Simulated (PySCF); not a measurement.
# C4H12Ge: the cost of one run

Computed with PySCF 2.14.0 and routines of our own; the level stands in each step. Atoms count from 0.

### Step 1. The starting structure

17 atoms, charge 0, multiplicity 1; geometry from: GFN2-xTB.

### Step 2. Optimising the geometry at PBE0-D3(BJ)/def2-SVP

Job settings and geometry (Å):

```
{"job": {"xc": "PBE0", "basis": "def2-SVP", "d3": "d3bj", "grid": 1, "maxiter": 30, "shake": 0.01, "kind": "geom"}, "charge": 0, "multiplicity": 1}
C     -0.452140    -1.024890    -1.649870
Ge    -0.007090    -0.005420    -0.003600
C     -0.041760     1.947900    -0.386990
C     -1.288380    -0.409650     1.422270
C      1.810780    -0.544380     0.593210
H     -1.466150    -0.716160    -2.006190
H     -0.456890    -2.072180    -1.473520
H      0.252060    -0.781780    -2.453690
H      0.238190     2.522320     0.529650
H     -1.008870     2.268760    -0.695290
H      0.682060     2.196960    -1.150050
H     -2.317510    -0.124910     1.126360
H     -1.356200    -1.463940     1.641910
H     -1.098830     0.129560     2.344810
H      1.846220    -1.612310     0.818650
H      2.554440    -0.306890    -0.152120
H      2.093560     0.008850     1.504630
```

On the command line:

```
$ OMP_NUM_THREADS=1 python heavy_run.py task.json out
```

One launch serves the whole session: the jobs run in the order shown.

**Question.** How long does this first job take on 1 thread of Arm Neoverse V1, shared host, and how much memory does it need?

About 1.8 min, with a peak of 0.61 GiB.
